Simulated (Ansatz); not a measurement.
# Rh2N: the cost of one run

Program: Ansatz 0.2.0. Level of theory: DFT PBE, scalar-relativistic, plane waves, PAW. These are calculated values, not measurements.

## (1) The system as given

The structure is hexagonal, space group P6/mmm (No. 191). The conventional cell has a = 3.201 Å, b = 3.201 Å, c = 3.457 Å, α = 90.00°, β = 90.00°, γ = 120.00°. Around Rh (site symmetry -6m2) lie 3 Rh at 1.85 Å and 6 N at 2.53 Å. Around N (site symmetry 6/mmm) lie 12 Rh at 2.53 Å.

Coordinates:

```cif
data_structure
_symmetry_space_group_name_H-M 'P6/mmm'
_symmetry_Int_Tables_number 191
_cell_length_a 3.2013
_cell_length_b 3.2013
_cell_length_c 3.4565
_cell_angle_alpha 90.000
_cell_angle_beta 90.000
_cell_angle_gamma 120.000
_cell_volume 30.68
loop_
_atom_site_label
_atom_site_type_symbol
_atom_site_symmetry_multiplicity
_atom_site_Wyckoff_symbol
_atom_site_fract_x
_atom_site_fract_y
_atom_site_fract_z
_atom_site_occupancy
Rh1 Rh 2 d 0.33333 0.66667 0.50000 1
N1 N 1 a 0.00000 0.00000 0.00000 1
```

(A quick probe on a coarse mesh, which set the mesh and smearing, is not shown.)

## (3) A loose first relaxation

The input, input.yaml:

```yaml
crystal:
  lattice:
    - [3.2012595877, 0.0, 0.0]
    - [-1.6006297938, 2.772372127, 0.0]
    - [0.0, 0.0, 3.4565095216]
  atoms:
    - { symbol: Rh, position: [0.3333333333, 0.6666666667, 0.5] }
    - { symbol: Rh, position: [0.6666666667, 0.3333333333, 0.5] }
    - { symbol: "N", position: [0.0, 0.0, 0.0] }
basis:
  ecutwfc: 420
kpoints:
  mp_grid: { grid: [6, 6, 6] }
hamiltonian:
  xc: pbe
scf:
  occupations: { method: gaussian, width: 0.1 }
  lower_state_search: "off"
output:
  forces: true
  stress: true
  eigenvalues: true
relax:
  adjacent_minimum: "off"
  f_tol: 0.04
  max_steps: 70
  cell: { stress_tol: 0.4 }
```

Command:

```sh
> ansatz run input.yaml --threads 1 --pin off --max-ram 2560MiB --backend cpu --events-out ev --progress --plain --runs-dir out
```

What time and memory should one allow on 1 thread of Arm Neoverse V1, shared host?

About 22 s, with a peak of 0.31 GiB.
